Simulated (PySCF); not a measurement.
**[AuF2]−: forces at shaken geometries**

Aim: move all atoms of relaxed [AuF2]− at random and read energies and forces. It is a constructed species; whether it can be made isn't addressed.

Computed with PySCF 2.14.0. Level: TPSS, Au def2-SVP with ECP60, F def2-SVP; scalar-relativistic core potentials, no spin–orbit coupling.

2 further runs of the same task are left out: 2 for a known fault of the program. Runs told in other sessions of the task aren't counted.

### Step 1. Starting geometry

3 atoms, charge -1, spin multiplicity 1.

Bond lengths: Au1–F2 1.970 Å, Au1–F3 1.970 Å. Angles: F2–Au1–F3 180.0°.

Coordinates:

```xyz
3

Au    0.00000    0.00000    0.00000
F     0.00000    0.00000    1.96971
F     0.00000    0.00000   -1.96971
```

Formal oxidation states: Au +1. An earlier session relaxed this geometry at TPSS, Au def2-SVP with ECP60, F def2-SVP (singlet, point group D∞h).

Its energy there is -335.323109 Eh.

### Step 2. Atoms moved at random, σ = 0.03 Å

run.py (the lines that set the calculation) reads:

```python
mol = gto.M(atom='''
Au    -0.03455    -0.01646     0.00585
F     -0.02904    -0.01729     1.97411
F      0.06359     0.03375    -1.97996''',
    basis={'Au': 'def2-SVP', 'F': 'def2-SVP'},
    ecp={'Au': 'def2-SVP'},
    charge=-1, spin=0)
mf = dft.RKS(mol, xc='TPSS')
mf.grids.atom_grid = (50, 194)
mf = mf.density_fit()  # fitting sets: Au def2-universal-JKFIT, F def2-universal-JKFIT
mf.conv_tol = 1e-08; mf.max_cycle = 55
mf.kernel(dm0)  # dm0: the density of the relaxed state
```

On the command line:

```sh
OMP_NUM_THREADS=2 python run.py
```

### Step 3. Atoms moved at random, σ = 0.1 Å

Changes to run.py (the lines that set the calculation) since step 2:

```diff
@@ -1,5 +1,5 @@
 mol = gto.M(atom='''
-Au    -0.03455    -0.01646     0.00585
-F     -0.02904    -0.01729     1.97411
-F      0.06359     0.03375    -1.97996''',
+Au     0.01689     0.08428     0.16726
+F     -0.14125    -0.07017     1.80141
+F      0.12436    -0.01411    -1.96867''',
     basis={'Au': 'def2-SVP', 'F': 'def2-SVP'},
```

### Step 4. Atoms moved at random, σ = 0.06 Å

Changes to run.py (the lines that set the calculation) since step 3:

```diff
@@ -1,5 +1,5 @@
 mol = gto.M(atom='''
-Au     0.01689     0.08428     0.16726
-F     -0.14125    -0.07017     1.80141
-F      0.12436    -0.01411    -1.96867''',
+Au     0.06007    -0.02925    -0.00346
+F     -0.05834     0.00557     2.04102
+F     -0.00173     0.02368    -2.03756''',
     basis={'Au': 'def2-SVP', 'F': 'def2-SVP'},
```

Before running it: what results should come out? Wanted: for each run, σ; energy rise; harmonic estimate −½ F·u; largest force component.

**Answer**, as computed:

| σ (Å) | energy rise (eV) | harmonic estimate −½ F·u (eV) | largest force component (eV/Å) |
| --- | --- | --- | --- |
| 0.03 | 0.009 | 0.009 | 0.36 |
| 0.1 | 2.115 | 2.561 | 17.25 |
| 0.06 | 0.104 | 0.099 | 1.21 |

Every displacement raises the energy. For a harmonic well the rise equals −½ F·u; the two differ by at most 21 % here (a move with σ = 0.1 Å), from anharmonicity, the grid and the small forces left at the relaxed point. The largest moves cost over 1 eV, far outside the harmonic range, so agreement there can come from errors that cancel between squeezed and stretched bonds. The bases are small and lack diffuse functions. Spin–orbit coupling is left out.
